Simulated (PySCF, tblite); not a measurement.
**C₆H₉ClF radical: geometry, infrared bands and EPR parameters**

What infrared bands and EPR parameters should C₆H₉ClF radical (`C=CC[C@@H]([CH]F)CCl`) show?

Computed with tblite 0.8.0 and PySCF 2.14.0, with density-fitted response routines of our own, on a single molecule in the gas phase. Atoms count from 0, in the outputs and in this text.

**1. The molecule as given**

17 atoms, charge 0, multiplicity 2; geometry from: force field or distance geometry start.

Bonds of the start (Å): C0–C1 1.34, C1–C2 1.49, C2–C3 1.54, C3–C4 1.49, C4–F5 1.34, C3–C6 1.54, C6–Cl7 1.78, C0–H8 1.09, C0–H9 1.07, C1–H10 1.10, C2–H11 1.10, C2–H12 1.10, C3–H13 1.11, C4–H14 1.09, C6–H15 1.09, C6–H16 1.10.

**2. Geometry optimisation with GFN2-xTB**

What the job is given:

```
{"job": {"kind": "relax", "xc": "GFN2-xTB", "basis": "xTB"}, "charge": 0, "multiplicity": 2}
C      2.249600    -0.010000    -1.379000
C      1.704900     0.258700    -0.187100
C      0.369700     0.885200     0.028600
C     -0.643500    -0.033900     0.725400
C     -1.888800     0.707600     1.080400
F     -2.347500     0.796000     2.333700
C     -0.962700    -1.327500    -0.043500
Cl    -1.656300    -1.036500    -1.652800
H      1.717000     0.216200    -2.298400
H      3.221400    -0.458000    -1.461500
H      2.280500     0.014100     0.714900
H     -0.050200     1.240700    -0.928300
H      0.508300     1.791400     0.644600
H     -0.191300    -0.350500     1.686400
H     -2.566900     1.194300     0.378800
H     -0.067300    -1.937500    -0.168900
H     -1.684200    -1.938200     0.516700
```

On the command line:

```bash
$ OMP_NUM_THREADS=1 python probes_run.py task.json out
```

The driver reads the jobs from task.json and runs them one after another.

**Question.** This job is followed by: GFN2-xTB harmonic vibrations, gas phase; UKS B3LYP, pcH-1 on C Cl F H, non-relativistic, mean-field spin-orbit, GIAO. Predict these results of the whole session: strongest single infrared mode (GFN2-xTB); zero-point energy (GFN2-xTB); g(iso) (B3LYP); ⟨S²⟩; largest a(iso); potential on the surface of density 0.002 e/bohr³, 1st and 99th percentile.

**Answer**, as computed:

| quantity | value |
| --- | --- |
| strongest single infrared mode (GFN2-xTB) | 1151 cm⁻¹, 97 km/mol |
| zero-point energy (GFN2-xTB) | 82.5 kcal/mol |
| g(iso) (B3LYP) | 2.00375 |
| ⟨S²⟩ | 0.753 (exact 0.75) |
| largest a(iso) | 19F on F5, 160.0 MHz |
| potential on the surface of density 0.002 e/bohr³, 1st and 99th percentile | -0.77 V and 1.01 V |

**Reading.** Over 85 steps the energy fell by 0.133 eV; of the close pairs, C2–C3 changed most, 1.535 to 1.563 Å. All 45 modes are real, so the xTB geometry is a minimum. The strongest single mode, at 1151 cm⁻¹, has its largest shares on H14, C4 and F5 (the list is cut at 3 atoms). Unscaled tight-binding wavenumbers are off by several per cent, some by more. Its intensities can rank the bands wrongly. Most of the unpaired spin sits on C4 (0.94 e). The isotropic g lies 1.4 ppt above the free-electron value. These values are for one conformer; the search (at its own cheap level) found 2 more, at 0.94, 2.56 kcal/mol, and measured spectra average over such forms.
